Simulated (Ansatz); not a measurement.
## AlGeH7Si, SMILES [AlH2][SiH2][GeH3]: a rigid scan of one bond length, step by step

Program: Ansatz 0.2.0 through its Python package.

At the Python prompt:
```pycon
>>> import ansatz as az
>>> import numpy as np
>>> BASIS_SET = "def2-SVP"
>>> FUNCTIONAL = "r2scan0"
>>> GEOMETRY = """
... Al   -1.88030    0.54270   -0.69200
... Si    0.37180    0.80410   -0.24850
... Ge    1.06150   -1.05080    0.91100
... H    -2.34160   -0.78910   -1.33010
... H    -2.68090    1.86390   -1.29970
... H     0.60590    2.03120    0.55650
... H     1.14640    0.90910   -1.50800
... H     2.64750   -0.90250    1.21910
... H     0.30950   -1.13830    2.29720
... H     0.84320   -2.32160    0.09750
... """
>>> geometry = az.Crystal.molecule()
>>> for line in GEOMETRY.strip().splitlines():
...     symbol, *xyz = line.split()
...     geometry = geometry.atom(symbol, [float(v) for v in xyz])
...
>>> symbols = [site.symbol for site in geometry.cartesian_sites]
>>> start = np.array([site.position_ang for site in geometry.cartesian_sites])
>>> axis = (start[4] - start[0]) / np.linalg.norm(start[4] - start[0])
>>> moving = [4]
>>> lengths, energies = [1.461, 1.527, 1.594, 1.66, 1.726, 1.793, 1.859, 1.959], []
>>> for length in lengths:
...     xyz = start.copy()
...     xyz[moving] += (length - np.linalg.norm(start[4] - start[0])) * axis
...     point = az.Crystal.molecule()
...     for symbol, xyz in zip(symbols, xyz):
...         point = point.atom(symbol, xyz.tolist())
...     base = (
...         point.calculation()
...         .basis(gaussian=BASIS_SET)
...         .functional(FUNCTIONAL)
...     )
...     rep = base.run(threads=1).report
...     energies.append(rep["free_energy_ev"])
...     print(f"r = {length:6.3f} A  E = {energies[-1]:.5f} eV  <S^2> = {abs(rep['mean_field']['state']['spin_squared']):.3f}")
...
r =  1.461 A  E = -71091.36653 eV  <S^2> = 0.000
r =  1.527 A  E = -71091.47351 eV  <S^2> = 0.000
r =  1.594 A  E = -71091.50538 eV  <S^2> = 0.000
r =  1.660 A  E = -71091.47852 eV  <S^2> = 0.000
r =  1.726 A  E = -71091.40751 eV  <S^2> = 0.000
r =  1.793 A  E = -71091.30128 eV  <S^2> = 0.000
r =  1.859 A  E = -71091.17156 eV  <S^2> = 0.000
r =  1.959 A  E = -71090.94206 eV  <S^2> = 0.000
>>> # quartic fit about the minimum
>>> fit = np.polynomial.Polynomial.fit(lengths, np.array(energies) - min(energies), 4).convert()
>>> roots = [r.real for r in fit.deriv().roots() if abs(r.imag) < 1e-9 and fit.deriv(2)(r.real) > 0]
>>> r_e = min(roots, key=lambda r: abs(r - lengths[int(np.argmin(energies))]))
>>> print(f"minimum of the fit at {r_e:.4f} A, force constant {fit.deriv(2)(r_e):.2f} eV/A^2")
minimum of the fit at 1.5936 A, force constant 13.30 eV/A^2
```

The settings weren't tested for convergence. The rest of the molecule is held rigid at a force-field or estimated start geometry, and the basis set is modest; single-reference methods fail as a bond breaks. The orbitals are restricted, so S² is zero by construction. Wall time of the script: 58 s on 1 thread of Arm Neoverse V2, with other jobs on the host, peak memory 0.31 GiB.

(Lines on the test bed's own set-up are left out of the output.)
